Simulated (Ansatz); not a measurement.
**F₄H₂O₂SSi₂: taking an electron away**

Aim: the vertical ionisation energy of F₄H₂O₂SSi₂, as cation minus neutral at the neutral's geometry, on several levels, and how well −ε(HOMO) stands in for it.

The runs use Ansatz 0.2.0, Gaussian basis; unrestricted cation, the program's frozen cores in correlated methods.

Levels to be run: UKS PBE-D4/def2-TZVPP; UKS r2SCAN-D4/def2-TZVPP; UKS PBE0-D4/def2-TZVPP; UKS B3LYP-D4/def2-TZVPP; UKS wB97X-V/def2-TZVPP; UKS wB97M-V/def2-TZVPP; UKS B2PLYP/def2-TZVPP; UHF-CCSD(T)/def2-TZVPP; UHF-MP2/def2-QZVPP; extrapolation to the limit; then −ε(HOMO) from the neutral's earlier runs with LDA (SPW92), PBE-D4, revPBE-D4, BLYP-D4, r2SCAN-D4, B97M-V, PBE0-D4, B3LYP-D4, r2SCANh-D4, r2SCAN0-D4, HSE06-D4, BHLYP-D4, CAM-B3LYP-D4, LC-ωPBE, ωB97X-V, ωB97M-V.

### Step 1. Structure used throughout

The geometry comes from an earlier relaxation with PBE0-D4 in a triple-zeta def2 set; it is a stationary point, not always the lowest conformer.

SMILES `O[Si](F)(F)S[Si](O)(F)F`, 11 atoms, charge 0, spin multiplicity 1.

Atoms are counted from 1 here; the program's logs count them from 0.

Bond lengths: O1–Si2 1.610 Å, O1–H10 0.958 Å, Si2–F3 1.570 Å, Si2–F4 1.594 Å, Si2–S5 2.104 Å, S5–Si6 2.124 Å, Si6–O7 1.609 Å, Si6–F8 1.579 Å, Si6–F9 1.571 Å, O7–H11 0.960 Å. Angles: Si2–O1–H10 119.4°, O1–Si2–F3 106.4°, O1–Si2–F4 111.6°, O1–Si2–S5 111.3°, F3–Si2–F4 105.8°, F3–Si2–S5 113.1°, F4–Si2–S5 108.6°, Si2–S5–Si6 99.1°, S5–Si6–O7 115.5°, S5–Si6–F8 108.9°, S5–Si6–F9 105.5°, O7–Si6–F8 111.0°, O7–Si6–F9 107.1°, F8–Si6–F9 108.5°, Si6–O7–H11 117.7°.

### Step 2. Cation, UKS PBE-D4/def2-TZVPP

Contents of in.yaml:

```yaml
crystal:
  periodic: [false, false, false]
  atoms:
    - {symbol: O, position_ang: [-1.501221, 1.528509, 1.925913]}
    - {symbol: Si, position_ang: [-1.188386, 0.593840, 0.653201]}
    - {symbol: F, position_ang: [-2.530881, 0.480228, -0.153232]}
    - {symbol: F, position_ang: [-0.820140, -0.892980, 1.093275]}
    - {symbol: S, position_ang: [0.399291, 1.366691, -0.491237]}
    - {symbol: Si, position_ang: [1.148228, -0.450318, -1.297232]}
    - {symbol: O, position_ang: [1.763643, -1.481635, -0.226708]}
    - {symbol: F, position_ang: [0.012807, -1.134920, -2.154161]}
    - {symbol: F, position_ang: [2.316985, -0.033298, -2.261115]}
    - {symbol: H, position_ang: [-0.775988, 1.851759, 2.462441]}
    - {symbol: H, position_ang: [1.175663, -1.827878, 0.448846]}
basis:
  gaussian: {orbitals: def2-TZVPP}
total_charge: 1
magnetization: {spin_polarized: true, initial_magnetization: 1}
hamiltonian: {xc: pbe, dispersion: d4}
```

Further steps of the session: Cation, UKS r2SCAN-D4/def2-TZVPP; Cation, UKS PBE0-D4/def2-TZVPP; Cation, UKS B3LYP-D4/def2-TZVPP; Cation, UKS wB97X-V/def2-TZVPP; Cation, UKS wB97M-V/def2-TZVPP; Cation, UKS B2PLYP (frozen core)/def2-TZVPP; Cation, UHF-CCSD(T)/def2-TZVPP; Cation, UHF-MP2/def2-QZVPP.

Before running them: what should the planned runs give, taken together? Wanted: ionisation energy, CCSD(T)/CBS; nearest functional by difference; nearest −ε(HOMO); −ε(HOMO) of PBE; T1 of the cation.

The runs gave:

| quantity | value |
| --- | --- |
| ionisation energy, CCSD(T)/CBS | 11.14 eV |
| nearest functional by difference | ωB97X-V (-0.16 eV) |
| nearest −ε(HOMO) | ωB97X-V (-0.09 eV) |
| −ε(HOMO) of PBE | 7.31 eV |
| T1 of the cation | 0.016 |

In words: Energy differences with functionals land within 0.67 eV of the reference. −ε(HOMO) of PBE misses by 3.8 eV, since self-interaction lifts the level. Among orbital estimates ωB97X-V comes nearest. Hartree-Fock falls 1.04 eV short, as the neutral has more correlation energy than the cation. The cation may have settled in a state other than its lowest; no search over hole states beyond the program's own was made.
